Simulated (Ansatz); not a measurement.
# Zr2: the cost of one run

The runs use Ansatz 0.2.0, Gaussian basis; def2-TZVPP, core rule «outside noble gas», up to 8 orbitals frozen.

The runs, in order: UHF; ROHF; CCSD(T) on UHF.

### Step 1. The geometry

The geometry is a PBE0/def2-TZVP stationary point (not a proven minimum) of the parent state, kept for this charge and spin. No spin-orbit coupling is included. Elements past krypton take def2 core potentials.

2 atoms, charge 0, spin multiplicity 3.

Atoms are counted from 1 here; the program's logs count them from 0.

Bond lengths: Zr1–Zr2 2.388 Å.

### Step 2. UHF

The input, in.yaml:

```yaml
crystal:
  periodic: [false, false, false]
  atoms:
    - {symbol: Zr, position_ang: [0.000000, 0.000000, 0.000000]}
    - {symbol: Zr, position_ang: [0.000000, 0.000000, 2.387600]}
basis:
  gaussian: {orbitals: def2-TZVPP}
magnetization: {spin_polarized: true, initial_magnetization: 2}
hamiltonian: {xc: hf}
output: {orbitals: {seedname: orbitals}}
```

Started as:

```
$ ansatz run in.yaml --threads 1 --pin off --events-out ev --progress --plain --max-ram 2816MiB --backend cpu
```

What time and memory should one allow on 1 thread of AMD EPYC 7R13, shared host?

About 2 min, with a peak of 0.29 GiB.
